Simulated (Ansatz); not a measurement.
# GaH4+ (singlet): B3LYP, r2SCAN0 over a scan of the distance H3–H5, cc-pVDZ

How well do these functionals follow the top wave-function level for GaH4+ (singlet) over a scan of the distance H3–H5?

Program: Ansatz 0.2.0, Gaussian basis. Level of theory: cc-pVDZ, all electrons in the functionals. These are calculated values, not measurements.

To be run: B3LYP, r2SCAN0, at 0.620 Å; 0.687 Å; 0.765 Å; 0.841 Å; 0.911 Å; 1.035 Å; 1.227 Å; 1.446 Å; 1.662 Å; 2.057 Å; 2.615 Å.

45 further runs of the same task are left out: 24 for a known fault of the program, 16 that didn't finish, 5 set aside as unsound or not needed.

### Step 1. The geometry

The geometry derives from a PBE0/def2-TZVP stationary point (not a proven minimum). One bond is set to the value named and the two fragments are kept rigid. No spin-orbit coupling is included. The filled d shell of Ga may be among the frozen orbitals whatever the setting's name suggests; the logs give the count.

5 atoms, charge 1, spin multiplicity 1.

Atoms are counted from 1 here; the program's logs count them from 0.

Bond lengths: Ga1–H2 1.527 Å, Ga1–H4 1.527 Å, H3–H5 0.765 Å. Angles: H2–Ga1–H4 169.3°.

Geometry (Å):

```csv
atom,x (Å),y (Å),z (Å)
Ga1,0.00000,0.00000,-0.05519
H2,0.00000,1.52067,-0.19792
H3,0.00000,0.38252,2.10689
H4,0.00000,-1.52067,-0.19792
H5,0.00000,-0.38252,2.10689
```

No dispersion term is added. B3LYP takes the VWN-RPA correlation.

The geometry shown and the zero of energy belong to the point 0.765 Å. The yardstick, FCI, and other wave-function levels (R restricted, U unrestricted, valence and pair active spaces) come from earlier runs.

### Step 2. B3LYP, 0.620 Å

Input file in.yaml:

```yaml
crystal:
  periodic: [false, false, false]
  atoms:
    - {symbol: Ga, position_ang: [0.000000, -0.001982, -0.055194]}
    - {symbol: H, position_ang: [0.000000, 1.518691, -0.197915]}
    - {symbol: H, position_ang: [0.000000, 0.380540, 2.106890]}
    - {symbol: H, position_ang: [0.000000, -1.522655, -0.197915]}
    - {symbol: H, position_ang: [0.000000, -0.239460, 2.106890]}
basis:
  gaussian: {orbitals: cc-pVDZ}
total_charge: 1
hamiltonian: {xc: {name: B3LYP}}
```

Run with:

```bash
> ansatz run in.yaml --threads 1 --pin off --events-out ev --progress --plain --max-ram 2393MiB
```

Further steps of the session: B3LYP, 0.687 Å; B3LYP, 0.765 Å; B3LYP, 0.841 Å; B3LYP, 0.911 Å; B3LYP, 1.035 Å; B3LYP, 1.227 Å; B3LYP, 1.446 Å; B3LYP, 1.662 Å; B3LYP, 2.057 Å; B3LYP, 2.615 Å; r2SCAN0, 0.620 Å; r2SCAN0, 0.687 Å; r2SCAN0, 0.765 Å; r2SCAN0, 0.841 Å; r2SCAN0, 0.911 Å; r2SCAN0, 1.035 Å; r2SCAN0, 1.227 Å; r2SCAN0, 1.446 Å; r2SCAN0, 1.662 Å; r2SCAN0, 2.057 Å; r2SCAN0, 2.615 Å.

Q: Predict the results of all the runs planned. Wanted: span of the FCI curve; largest miss, B3LYP; largest miss, r2SCAN0.

As calculated:

| quantity | value |
| --- | --- |
| span of the FCI curve | 4.526 eV |
| largest miss, B3LYP | +0.096 eV (1.662 Å) |
| largest miss, r2SCAN0 | +0.163 eV (1.662 Å) |

**Reading.** Of the functionals, B3LYP keep the smallest largest miss at the points compared (at most 0.096 eV) and r2SCAN0 strays most (0.163 eV, at 1.662 Å). B3LYP, r2SCAN0 clearly break the spin symmetry at some points (⟨S²⟩ up to 0.91 above the pure value), so energy there is bought with a mixed spin. Functionals and the yardstick converge differently with the basis, so part of each miss in cc-pVDZ is the basis.
